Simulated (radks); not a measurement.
**Ionisation of Nb¹⁶⁺: one atom, several choices of functional**

The task here is to estimate one member of a computed series from the others.

Method: Dirac Kohn-Sham, spin-unpolarised, spherical densities, finite nucleus; open shells are shared between the two j in proportion to 2j + 1. Code: radks (a radial shooting solver on a logarithmic mesh, Libxc functionals) version 1.

### The atom as given

```
element       : niobium (Z = 41)
charge        : +16
electrons     : 25
configuration : [Ar] 3d7
ion           : Nb¹⁷⁺, [Ar] 3d6
choices       : PBEsol; Wu-Cohen GGA; exchange-only B88; SOGGA; exchange-only PBE; B86b exchange with PBE correlation; BLYP; PBE; RPBE
```

Outer shells as boxes (Hund's rule):

Nb¹⁶⁺
```
[Ar] core
3d [↑↓][↑↓][↑ ][↑ ][↑ ]
```

Nb¹⁷⁺
```
[Ar] core
3d [↑↓][↑ ][↑ ][↑ ][↑ ]
```

The first run:

The run's settings:

```text
Z 41
configuration [Ar] 3d7
relativity Dirac
functional pbe_sol,pbe_sol
spin unpolarised
j_filling average
nucleus finite rms 4.324 fm
c 137.035999084
```

Among the steps run: PBEsol: Nb¹⁶⁺.

One of the session's tables, all rows but one given; the rest of the session is left out.

It belongs to the step «PBEsol: Nb¹⁶⁺». Radial moments (bohr):

```
level     <r>  outermost maximum (interpolated)  90 % within  nodes
2s1/2  0.1575                             0.133        0.244      1
2p1/2       ?                                 ?            ?      ?
2p3/2  0.1388                             0.108        0.226      0
3s1/2  0.4266                             0.388        0.627      2
3p1/2  0.4178                             0.374        0.627      1
3p3/2  0.4267                             0.382        0.639      1
3d3/2  0.3946                             0.317        0.620      0
3d5/2  0.3973                             0.320        0.624      0
```

Estimate the missing values for 2p1/2.

As computed: <r>: 0.1343; outermost maximum (interpolated): 0.104; 90 % within: 0.220; nodes: 0. In the column «<r>» it is the lowest.

Caveats from the session: Spin polarisation and multiplet splitting are left out, so open shells lie too high by an amount that depends on their filling.
